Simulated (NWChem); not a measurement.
# BNH3OF (SMILES NB(O)F) at 6 levels

Aim: a comparison of 6 runs (HF/6-311+G**, B3LYP/6-311+G**, PBE0/6-311+G**, SVWN5/6-311+G**, MP2/6-311+G**, CCSD(T)/6-311+G**) of BNH3OF. 

Program for the calculation: NWChem 7.3.0.

## Step 1: The structure to begin with

BNH3OF: 7 atoms, total charge 0, spin state singlet. As SMILES, `NB(O)F`. The N1–B2 distance was set to 2.531 Å, away from the relaxed value. At this shape a bond of the SMILES string is far longer than usual.

Bond lengths: B2–O3 1.363 Å, B2–F4 1.337 Å, N1–H5 1.004 Å, N1–H6 1.003 Å, O3–H7 0.957 Å. Angles: O3–B2–F4 116.0°, B2–O3–H7 114.6°, H5–N1–H6 114.2°. A long bond or contact: N1–B2 2.531 Å.

## Step 2: A single-point energy at HF/6-311+G(d,p) (run 1)

Contents of geom.nw:

```
START geom
memory stack 880 mb heap 220 mb global 1100 mb

GEOMETRY units angstrom noautosym nocenter noautoz
 N    -0.988700    1.760725    0.173269
 B     0.039300   -0.505700   -0.288800
 O     1.106300   -1.044300    0.367000
 F    -0.494800   -1.258200   -1.256300
 H    -1.777300    2.089025   -0.354331
 H    -0.667000    2.401625    0.873869
 H     1.472700   -0.489200    1.055700
END

BASIS spherical bse
 * library 6-311+G**
END

SCF
 singlet
 rhf
 thresh 1e-08
 maxiter 80
 print medium
END

TASK scf energy
```

Started as:

```
nwchem geom.nw > geom.out
```

The program printed:

```text
[...]
  functions       =   106
[...]
  wavefunction    = RHF
[...]
         Total SCF energy =   -255.202262330908
      One-electron energy =   -546.011011213235
      Two-electron energy =    192.729035539223
 Nuclear repulsion energy =     98.079713343103
        Time for solution =     20.7s
[...]
```

Wall time 22 s (1 thread of AMD EPYC 7R43 (Zen 3), shared host); peak memory 0.096 GiB.

## Step 3: The energy at B3LYP/6-311+G(d,p) (run 2)

Contents of mymol.nw:

```
start mymol
title "BFH3NO energy"
memory total 2200 mb

geometry units angstrom noautosym nocenter noautoz
  N    -0.988700    1.760725    0.173269
  B     0.039300   -0.505700   -0.288800
  O     1.106300   -1.044300    0.367000
  F    -0.494800   -1.258200   -1.256300
  H    -1.777300    2.089025   -0.354331
  H    -0.667000    2.401625    0.873869
  H     1.472700   -0.489200    1.055700
end

basis spherical bse
  * library 6-311+G**
end

dft
  xc b3lyp
  grid fine
  convergence energy 1e-08
  maxiter 100
  mulliken
  noprint "final vectors analysis"
end

task dft energy
```

Started as:

```
nwchem mymol.nw > mymol.out
```

The program printed:

```text
[...]
          Wavefunction type:  closed shell.
          No. of atoms     :     7
          No. of electrons :    32
[...]
          Charge           :     0
          Spin multiplicity:     1
[...]
          AO basis - number of functions:   106
[...]
              XC Information
              --------------
                         B3LYP Method XC Potential
                     Hartree-Fock (Exact) Exchange  0.200
                        Slater Exchange Functional  0.800 local
                    Becke 1988 Exchange Functional  0.720 non-local
              Lee-Yang-Parr Correlation Functional  0.810
                  VWN I RPA Correlation Functional  0.190 local
[...]
 d= 0,ls=0.0,diis     1   -256.3451587293 -3.54D+02  2.34D-02  1.41D+00     1.8
[...]
 d= 0,ls=0.0,diis    13   -256.5326345058 -2.90D-09  3.64D-07  4.87D-09    17.9
         Total DFT energy =     -256.532634505845
      One electron energy =     -546.355666722829
           Coulomb energy =      222.773598620597
    Exchange-Corr. energy =      -31.030279746717
 Nuclear repulsion energy =       98.079713343103
[...]
      Total Density - Mulliken Population Analysis
     ---------------------------------------------
    Atom       Charge   Shell Charges
 -----------   ------   -------------------------------------------------------
    1 N    7     7.84   1.09  0.90  0.78  0.85  1.68  0.72  1.48  0.01  0.30  0.01
    2 B    5     4.68   1.13  0.86  0.42  0.62  0.80  0.31  0.26  0.02  0.02  0.23
    3 O    8     8.26   1.08  0.91  0.98  1.01  2.07  0.73  1.40 -0.02  0.08  0.01
    4 F    9     8.99   1.08  0.92  1.18  1.09  2.35  0.85  1.61 -0.15  0.06  0.00
    5 H    1     0.76   0.27  0.40  0.04  0.05
    6 H    1     0.77   0.27  0.40  0.04  0.05
    7 H    1     0.71   0.27  0.34  0.03  0.07
[...]
```

Run time: 19 s. Hardware: 1 thread of AMD EPYC 7R43 (Zen 3), shared host; peak memory 0.11 GiB.

Runs 3 to 5 aren't shown in full; the table further down has their settings and results.

## Step 4: The energy at CCSD(T)/6-311+G(d,p) (run 6)

Contents of bfh3no.xyz:

```xyz
7

N     -0.988700     1.760725     0.173269
B      0.039300    -0.505700    -0.288800
O      1.106300    -1.044300     0.367000
F     -0.494800    -1.258200    -1.256300
H     -1.777300     2.089025    -0.354331
H     -0.667000     2.401625     0.873869
H      1.472700    -0.489200     1.055700
```

Contents of bfh3no.nw:

```
start bfh3no
memory 2200 mb

geometry units angstrom noautosym nocenter noautoz
  load bfh3no.xyz
end

basis spherical bse
  * library 6-311+G**
end

scf
  thresh 1e-08
  maxiter 80
end

ccsd
  freeze core 4
  maxiter 60
end

task ccsd(t) energy
```

Started as:

```
nwchem bfh3no.nw > bfh3no.out
```

The program printed:

```text
[...]
  functions       =   106
[...]
  wavefunction    = RHF
[...]
         Total SCF energy =   -255.202262330896
      One-electron energy =   -546.011011213253
      Two-electron energy =    192.729035539253
 Nuclear repulsion energy =     98.079713343103
        Time for solution =     20.3s
[...]
 Total MP2 energy:           -255.904798304505135
[...]
             energy      energy      error      ampl     ampl      Block
                                                time     time      time
[...]
 Total CCSD energy:           -255.916712619729907
[...]
 Total CCSD+T(CCSD) energy:           -255.946380989257079
[...]
 Total CCSD(T) energy:                -255.943737201810336
[...]
```

Wall time 4.3 min (1 thread of AMD EPYC 7R43 (Zen 3), shared host); peak memory 0.39 GiB.

## Step 5: All runs side by side

```tsv
run	level	iteration cap	module	energy (Eh)	dipole moment (D) of the reference	HOMO energy (eV)	LUMO energy (eV)	wall time
1	HF/6-311+G**	80	scf	-255.202262	2.52	-9.42	0.52	22 s
2	B3LYP/6-311+G**	100	dft	-256.532635	2.32	–	–	19 s
3	PBE0/6-311+G**	100	dft	-256.240515	2.35	-5.92	-2.80	19 s
4	SVWN5/6-311+G**	100	dft	-254.625651	2.27	-4.72	-3.85	16 s
5	MP2/6-311+G**	80	mp2	-255.904798	–	-9.42	0.52	35 s
6	CCSD(T)/6-311+G**	80	ccsd(t)	-255.943737	–	-9.42	0.52	4.3 min
```

## Step 6: What came out

| quantity | value |
| --- | --- |
| run 6: total energy | -255.94374 Eh |
| run 6: HOMO energy (Hartree–Fock orbitals) | -9.42 eV |
| run 6: LUMO energy (Hartree–Fock orbitals) | 0.52 eV |
| run 6: HOMO–LUMO gap (Hartree–Fock orbitals) | 9.95 eV |
| run 6: correlation energy (4 core orbitals frozen) | -741.5 mEh |
| run 6: (T) correction | -27.02 mEh |

In words: Below the HF energy at the same shape and in the same basis (6-311+G**): MP2 -702.5 mEh; CCSD(T) -741.5 mEh. Over runs 1, 2, 3, 4 the dipole moment (its size) runs from 2.27 D (SVWN5/6-311+G**) to 2.52 D (HF/6-311+G**). Over runs 1, 3, 4 the HOMO–LUMO gap runs from 0.87 eV (SVWN5/6-311+G**) to 9.95 eV (HF/6-311+G**). Exact exchange widens orbital gaps. Totals of different functionals can't be ranked against each other. In all runs a closed-shell determinant meets a far-stretched bond; if it breaks into open shells, such a determinant describes it badly, and no broken-symmetry solution was shown. All runs together took 6.1 min, the longest 4.3 min.
